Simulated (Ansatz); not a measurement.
The system is Mn2Al2Cu.

```xyz
5
Lattice="-1.3686 1.3686 8.5189 1.3686 -1.3686 8.5189 1.3686 1.3686 -8.5189" Properties=species:S:1:pos:R:3 pbc="T T T"
Cu    0.0000    0.0000   16.8810
Mn    0.0000    0.0000    6.6092
Mn    0.0000    0.0000   13.8577
Al    0.0000    0.0000    3.7066
Al    0.0000    0.0000   10.0592
```

The cell comes from a database or a generator and needn't be the stable form of this composition.

Alike in all runs: program Ansatz 0.2.0; functional PBEsol; potentials or basis Ansatz PAW; cutoff 420 eV (not typed: the program's choice for these potentials); k mesh 11 × 11 × 11; occupations fermi-dirac, width 0.05 eV.

Question: Only the start or the spin constraint differs. Which run ends lowest in energy?
A. collinear spin, program default start; fixed moment 0
B. collinear spin, ferromagnetic start of up to 5.02 μB; fixed moment 10.8
C. collinear spin, ferromagnetic start of up to 4 μB; fixed moment 8.6
D. collinear spin, ferromagnetic start of up to 2.98 μB; fixed moment 6.4
E. collinear spin, ferromagnetic start of up to 2 μB; fixed moment 4.3
F. collinear spin, ferromagnetic start of up to 0.98 μB; fixed moment 2.1

Answer: A.

```csv
start,free energy over the lowest (meV/atom),net moment (μB),site or absolute moments (μB),gap
"collinear spin, ferromagnetic start of up to 4 μB; fixed moment 8.6",656.1,8.60,"Cu +0.35; Mn +3.39, +3.09; Al +0.17, +0.24",-
"collinear spin, ferromagnetic start of up to 6 μB; fixed moment 12.9",2310.5,12.90,"Cu +0.82; Mn +4.02, +3.91; Al +0.51, +0.59",-
"collinear spin, ferromagnetic start of up to 2.98 μB; fixed moment 6.4",319.5,6.40,"Cu +0.17; Mn +2.97, +2.37; Al +0.04, +0.11",-
"collinear spin, ferromagnetic start of up to 2 μB; fixed moment 4.3",137.7,4.30,"Cu +0.14; Mn +2.45, +1.06; Al +0.04, +0.09",-
"collinear spin, program default start; fixed moment 0",0.0,0.00,-,-
"collinear spin, ferromagnetic start of up to 0.98 μB; fixed moment 2.1",18.5,2.10,"Cu +0.08; Mn +2.12, -0.41; Al +0.03, +0.04",-
"collinear spin, ferromagnetic start of up to 5.02 μB; fixed moment 10.8",1321.9,10.80,"Cu +0.57; Mn +3.77, +3.57; Al +0.32, +0.40",-
"collinear spin, ferromagnetic start of up to 8 μB; fixed moment 17.2",5542.2,17.20,"Cu +1.45; Mn +4.48, +4.52; Al +0.91, +0.96",-
```

All polarised runs hold their moment fixed, so the table maps the energy against it. A still lower state may exist.

Caveats: the total moment is fixed, so each spin has its own Fermi level; forces of over 1 eV/Å show positions far from the minimum, so gaps and moduli don't describe the material at rest (some runs); the starting moments weren't kept (some runs).
